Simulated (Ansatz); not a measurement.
**HF/3-21G run of CH6GeO (SMILES C[O][GeH3])**

Aim: the electronic atomisation energy of CH6GeO at HF/3-21G, from 5 runs. 

Program for the calculation: Ansatz 0.2.0.

64 further runs of the same task are left out: 64 set aside as unsound or not needed.

### Step 1. Starting point

CH6GeO: 9 atoms, total charge 0, spin state singlet. As SMILES, `C[O][GeH3]`. The coordinates come from a PBE0-D4/def2-TZVP relaxation.

Bond lengths: C1–O2 1.406 Å, O2–Ge3 1.779 Å, C1–H4 1.093 Å, C1–H5 1.099 Å, C1–H6 1.099 Å, Ge3–H7 1.542 Å, Ge3–H8 1.531 Å, Ge3–H9 1.542 Å. Some angles: C1–O2–Ge3 117.8°, O2–C1–H4 108.1°, O2–C1–H5 112.2°, O2–C1–H6 112.2°, O2–Ge3–H7 108.9°, O2–Ge3–H8 104.9°, O2–Ge3–H9 108.9°, H4–C1–H5 108.0°, H4–C1–H6 108.0°, H5–C1–H6 108.1°.

### Step 2. A single-point energy at HF/3-21G

File job.yaml:

```yaml
crystal:
  periodic: [false, false, false]
  atoms:
    - {symbol: C, position_ang: [-0.461600, 0.939500, -0.879600]}
    - {symbol: O, position_ang: [-0.657300, -0.383600, -0.447300]}
    - {symbol: Ge, position_ang: [0.409500, -1.004400, 0.834300]}
    - {symbol: H, position_ang: [-1.194400, 1.152600, -1.661500]}
    - {symbol: H, position_ang: [0.540900, 1.094500, -1.301500]}
    - {symbol: H, position_ang: [-0.607700, 1.666800, -0.069200]}
    - {symbol: H, position_ang: [1.870200, -0.939000, 0.345100]}
    - {symbol: H, position_ang: [-0.054100, -2.444000, 1.070300]}
    - {symbol: H, position_ang: [0.242900, -0.128600, 2.092200]}
basis:
  gaussian:
    orbitals: 3-21G-spherical.json
total_charge: 0
hamiltonian:
  xc: hf
accuracy: high
output: {orbitals: {seedname: orbitals}}
```

The basis set 3-21G is read from a file made from the Basis Set Exchange's data (not shown).

Launch:

```console
ansatz run job.yaml --threads 1 --pin off --max-ram 3480MiB --events-out events.jsonl --progress --plain --runs-dir runs
```

The log of the run:

```text
Warning: RAYON_NUM_THREADS=1 ignored (pool sized by the plan → 1); use --threads N
Functional definition: HF
  name "HF"
  exchange = exact_x
  correlation = 0
1044 factors; integrals over basis functions are off by at most 1.4e-8 eV
mean field evaluation 1: about -59343.8206 eV, gradient 2.8e1 eV
mean field evaluation 2: about -59344.1174 eV, gradient 2.8e1 eV
mean field evaluation 4: about -59345.7849 eV, gradient 2.0e0 eV
mean field evaluation 8: about -59345.8038 eV, gradient 6.9e-2 eV
mean field evaluation 16: about -59345.8038 eV, gradient 3.2e-8 eV
mean field -59345.80384446 eV, -2180.9180652534 hartree, gradient 3.2e-8 eV, S^2 0.000000; 0 other end points of the search recorded, 0 dependent functions left out
reference -59345.80384446 eV, -2180.9180652534 hartree; 26, 26 occupied and 26, 26 virtual orbitals, 1044 factors
Total energy: -59345.80384446 eV, -2180.9180652534 hartree
```

It took 0.5 s on 1 thread of Arm Neoverse V2, shared host; peak memory 0.11 GiB.

### Step 3. The C atom

File molecule.yaml:

```yaml
crystal:
  periodic: [false, false, false]
  atoms:
    - {symbol: C, position_ang: [0.000000, 0.000000, 0.000000]}
basis:
  gaussian:
    orbitals: 3-21G.json
hamiltonian:
  xc: hf
accuracy: high
magnetization:
  spin_polarized: true
  initial_magnetization: 2
```

The basis set 3-21G is read from a file made from the Basis Set Exchange's data (not shown).

Launch:

```console
ansatz run molecule.yaml --threads 1 --pin off --max-ram 3480MiB --events-out events.jsonl --progress --plain --runs-dir runs
```

The log of the run:

```text
Warning: RAYON_NUM_THREADS=1 ignored (pool sized by the plan → 1); use --threads N
[... 4 set-up lines as earlier in the session ...]
42 factors; integrals over basis functions are off by at most 9.6e-9 eV
mean field evaluation 1: about -1019.7341 eV, gradient 4.9e0 eV
mean field evaluation 2: about -1019.7347 eV, gradient 4.9e0 eV
mean field evaluation 4: about -1019.9117 eV, gradient 1.9e-1 eV
mean field evaluation 8: about -1019.9119 eV, gradient 6.4e-5 eV
mean field evaluation 16: about -1019.9118 eV, gradient 6.1e-2 eV
mean field evaluation 32: about -1019.9119 eV, gradient 2.8e-8 eV
mean field -1019.91186813 eV, -37.4810698326 hartree, gradient 2.8e-8 eV, S^2 2.000971; 2 other end points of the search recorded, 0 dependent functions left out
reference -1019.91186813 eV, -37.4810698326 hartree; 4, 2 occupied and 5, 7 virtual orbitals, 42 factors
Total energy: -1019.91186813 eV, -37.4810698326 hartree
```

It took 0.04 s on 1 thread of Arm Neoverse V2, shared host.

### Step 4. The Ge atom, same level

File job.yaml:

```yaml
basis:
  gaussian: {orbitals: 3-21G-spherical.json}
crystal:
  periodic: [false, false, false]
  atoms:
    - symbol: Ge
      position_ang: [0.000000, 0.000000, 0.000000]
magnetization: {spin_polarized: true, initial_magnetization: 2}
hamiltonian: {xc: hf}
accuracy: high
```

The basis set 3-21G is read from a file made from the Basis Set Exchange's data (not shown).

Run the same way, it converges to -2065.29167 Eh (log not shown).

### Step 5. The H atom

File molecule.yaml:

```yaml
crystal:
  periodic: [false, false, false]
  atoms:
    - {symbol: H, position_ang: [0.000000, 0.000000, 0.000000]}
basis:
  gaussian:
    orbitals: 3-21G.json
total_charge: 0
accuracy: high
hamiltonian:
  xc: hf
magnetization:
  spin_polarized: true
  initial_magnetization: 1
```

The basis set 3-21G is read from a file made from the Basis Set Exchange's data (not shown).

Run the same way, it converges to -0.49620 Eh (log not shown).

### Step 6. The O atom, same level

File molecule.yaml:

```yaml
crystal:
  periodic: [false, false, false]
  atoms:
    - symbol: O
      position_ang: [0.000000, 0.000000, 0.000000]
basis:
  gaussian: {orbitals: 3-21G.json}
magnetization: {spin_polarized: true, initial_magnetization: 2}
hamiltonian: {xc: hf}
accuracy: high
```

The basis set 3-21G is read from a file made from the Basis Set Exchange's data (not shown).

Run the same way, it converges to -74.39366 Eh (log not shown).

### Step 7. Outcome

At HF/3-21G:

| quantity | value |
| --- | --- |
| molecule: total energy | -2180.91807 Eh |
| molecule: HOMO energy | -11.30 eV |
| molecule: LUMO energy | 4.08 eV |
| molecule: HOMO–LUMO gap | 15.38 eV |
| C atom: total energy | -37.48107 Eh |
| C atom: ⟨S²⟩ | 2.001 |
| Ge atom: total energy | -2065.29167 Eh |
| Ge atom: ⟨S²⟩ | 2.000 |
| H atom: total energy | -0.49620 Eh |
| H atom: ⟨S²⟩ | 0.750 |
| O atom: total energy | -74.39366 Eh |
| O atom: ⟨S²⟩ | 2.001 |
| electronic atomisation energy | 21.075 eV |

In words: Taking the molecule apart into free atoms costs 21.07 eV (2033 kJ/mol), before zero-point energy and without spin-orbit coupling. Hartree–Fock lacks the correlation of the bonding pairs, which as a rule makes this value much too low; in minimal bases other errors can mask that. The basis has no polarisation functions, which makes bonds too weak.
